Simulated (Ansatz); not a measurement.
**C2H6InS radical: one species, many methods**

One table from this session's results is given with a row withheld; the runs are named, their logs left out.

Method: functionals in def2-TZVPP, the program's frozen cores in correlated methods; program: Ansatz 0.2.0, Gaussian basis.

Plan: LDA (SPW92), PBE-D4, revPBE-D4, BLYP-D4, r2SCAN-D4, B97M-V, PBE0-D4, B3LYP-D4, r2SCANh-D4, r2SCAN0-D4, HSE06-D4, BHLYP-D4, CAM-B3LYP-D4, LC-ωPBE, ωB97X-V, ωB97M-V, B2PLYP, PBE-QIDH; CCSD(T)/def2-SVP; MP2/def2-TZVPP; MP2/def2-QZVPP; RPA on PBE.

### The relaxed structure

All runs share one geometry, relaxed beforehand with PBE0-D4 in a triple-zeta def2 set. In takes the def2 core potential; no spin-orbit term is included.

SMILES `C[CH2][In][SH]`, 10 atoms, charge 0, spin multiplicity 2.

Atoms are counted from 1 here; the program's logs count them from 0.

Bond lengths: C1–C2 1.514 Å, C1–H5 1.097 Å, C1–H6 1.093 Å, C1–H7 1.093 Å, C2–In3 2.233 Å, C2–H8 1.092 Å, C2–H9 1.092 Å, In3–S4 2.446 Å, S4–H10 1.345 Å. Angles: C2–C1–H5 111.0°, C2–C1–H6 112.1°, C2–C1–H7 112.1°, H5–C1–H6 106.9°, H5–C1–H7 106.9°, H6–C1–H7 107.4°, C1–C2–In3 111.7°, C1–C2–H8 112.9°, C1–C2–H9 112.9°, In3–C2–H8 105.4°, In3–C2–H9 105.4°, H8–C2–H9 108.0°, C2–In3–S4 114.5°, In3–S4–H10 93.0°.

The first run:

in.yaml

```yaml
crystal:
  periodic: [false, false, false]
  atoms:
    - {symbol: C, position_ang: [-0.396051, 0.807394, 0.523943]}
    - {symbol: C, position_ang: [-0.577640, -0.683307, 0.719872]}
    - {symbol: In, position_ang: [0.579976, -1.861547, -0.782109]}
    - {symbol: S, position_ang: [1.851933, -0.504949, -2.371702]}
    - {symbol: H, position_ang: [-0.969832, 1.374812, 1.266510]}
    - {symbol: H, position_ang: [-0.736406, 1.137338, -0.461055]}
    - {symbol: H, position_ang: [0.648617, 1.111674, 0.628637]}
    - {symbol: H, position_ang: [-1.614953, -1.003522, 0.603030]}
    - {symbol: H, position_ang: [-0.226311, -1.029383, 1.694049]}
    - {symbol: H, position_ang: [1.440646, 0.651480, -1.821176]}
basis:
  gaussian: {orbitals: def2-TZVPP}
magnetization: {spin_polarized: true, initial_magnetization: 1}
hamiltonian: {xc: lda}
output: {orbitals: {seedname: orbitals}}
```

Among the steps run: LDA; PBE-D4 (GGA); revPBE-D4 (GGA); BLYP-D4 (GGA); r2SCAN-D4 (meta-GGA); B97M-V (meta-GGA); PBE0-D4 (hybrid); B3LYP-D4 (hybrid); r2SCANh-D4 (hybrid); r2SCAN0-D4 (hybrid); HSE06-D4 (hybrid); BHLYP-D4 (hybrid); CAM-B3LYP-D4 (range-separated); LC-ωPBE (range-separated); ωB97X-V (range-separated); ωB97M-V (range-separated); B2PLYP (double hybrid); PBE-QIDH (double hybrid).

One table of the session follows, with a row left open; its other results are not shown here.

It belongs to the step «Frontier levels by functional». 

| functional | HOMO (eV) | LUMO (eV) | gap (eV) |
| --- | --- | --- | --- |
| LDA (SPW92) | -4.67 | -4.00 | 0.67 |
| PBE-D4 | -4.57 | -3.68 | 0.89 |
| revPBE-D4 | -4.53 | -3.56 | 0.97 |
| BLYP-D4 | ? | ? | ? |
| r2SCAN-D4 | -4.90 | -3.38 | 1.52 |
| B97M-V | -4.63 | -3.84 | 0.78 |
| PBE0-D4 | -5.55 | -2.87 | 2.68 |
| B3LYP-D4 | -5.33 | -3.23 | 2.10 |
| r2SCANh-D4 | -5.26 | -3.09 | 2.17 |
| r2SCAN0-D4 | -5.81 | -2.67 | 3.13 |
| HSE06-D4 | -5.16 | -3.24 | 1.93 |
| BHLYP-D4 | -6.36 | -2.16 | 4.20 |
| CAM-B3LYP-D4 | -6.71 | -2.08 | 4.64 |
| LC-ωPBE | -8.01 | -0.78 | 7.23 |
| ωB97X-V | -7.56 | -1.11 | 6.45 |
| ωB97M-V | -7.51 | -1.32 | 6.19 |

Estimate the missing values for BLYP-D4.

Worked estimate for «HOMO (eV)». Against the share of exact exchange, B3LYP-D4 (0.2, -5.33), BHLYP-D4 (0.5, -6.36) give a slope of -3.43 per unit share; at 0 the line stands at -4.64.

The run gave: HOMO (eV): -4.40; LUMO (eV): -3.68; gap (eV): 0.72. In «HOMO (eV)» the line misses by -0.24.
